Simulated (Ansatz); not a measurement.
**ClFGeH3In: how energies converge with the basis set**

An exercise on one series of results from a longer session: the logs are not shown, and one member is left open.

Computed with Ansatz 0.2.0, Gaussian basis. Level: one geometry, several basis sets.

The runs, in order: PBE0-D4/def2-SVP; ωB97M-V/def2-SVP; PBE0-D4/def2-QZVPP; ωB97M-V/def2-QZVPP; the functionals' def2-TZVPP values are taken from earlier runs.

## The geometry

An earlier PBE0-D4 in a triple-zeta def2 set relaxation fixed the geometry. In takes the def2 core potential; no spin-orbit term is included.

SMILES `[F][In]([Cl])[GeH3]`, 7 atoms, charge 0, spin multiplicity 1.

Atoms are counted from 1 here; the program's logs count them from 0.

Bond lengths: F1–In2 1.948 Å, In2–Cl3 2.321 Å, In2–Ge4 2.579 Å, Ge4–H5 1.534 Å, Ge4–H6 1.533 Å, Ge4–H7 1.532 Å. Angles: F1–In2–Cl3 108.5°, F1–In2–Ge4 122.1°, Cl3–In2–Ge4 129.4°, In2–Ge4–H5 108.0°, In2–Ge4–H6 108.6°, In2–Ge4–H7 109.1°, H5–Ge4–H6 110.1°, H5–Ge4–H7 110.4°, H6–Ge4–H7 110.6°.

Coordinates:

```csv
atom,x (Å),y (Å),z (Å)
F1,-0.12033,-2.36957,1.64867
In2,0.69799,-0.86409,0.72228
Cl3,2.98560,-0.91391,1.11186
Ge4,-0.69011,0.80473,-0.67088
H5,-1.21208,0.06847,-1.91070
H6,-1.86446,1.29600,0.18316
H7,0.20338,1.97839,-1.08440
```

The first run:

Input file in.yaml:

```yaml
crystal:
  periodic: [false, false, false]
  atoms:
    - {symbol: F, position_ang: [-0.120327, -2.369574, 1.648674]}
    - {symbol: In, position_ang: [0.697990, -0.864093, 0.722281]}
    - {symbol: Cl, position_ang: [2.985604, -0.913909, 1.111858]}
    - {symbol: Ge, position_ang: [-0.690110, 0.804732, -0.670877]}
    - {symbol: H, position_ang: [-1.212084, 0.068467, -1.910697]}
    - {symbol: H, position_ang: [-1.864457, 1.295997, 0.183157]}
    - {symbol: H, position_ang: [0.203382, 1.978390, -1.084397]}
basis:
  gaussian: {orbitals: def2-SVP}
hamiltonian: {xc: pbe0, dispersion: d4}
output: {orbitals: {seedname: orbitals}}
```

Command:

```sh
$ ansatz run in.yaml --threads 4 --pin off --events-out ev --progress --plain --max-ram 10444MiB
```

Steps of the session up to this table: PBE0-D4 in def2-SVP; ωB97M-V in def2-SVP; PBE0-D4 in def2-QZVPP; ωB97M-V in def2-QZVPP.

One table of the session follows, with a row left open; its other results are not shown here.

It belongs to the step «Functionals by basis». 

| functional | basis | HOMO (eV) | LUMO (eV) |
| --- | --- | --- | --- |
| PBE0-D4 | def2-SVP | -8.38 | -1.85 |
| PBE0-D4 | def2-TZVPP | ? | ? |
| PBE0-D4 | def2-QZVPP | -8.50 | -1.98 |
| ωB97M-V | def2-SVP | -10.39 | -0.15 |
| ωB97M-V | def2-TZVPP | -10.52 | -0.36 |
| ωB97M-V | def2-QZVPP | -10.53 | -0.41 |

Estimate the missing values for PBE0-D4, def2-TZVPP.

The run gave: HOMO (eV): -8.48; LUMO (eV): -1.96. In the column «HOMO (eV)» it lies between PBE0-D4, def2-QZVPP (-8.50) and PBE0-D4, def2-SVP (-8.38).
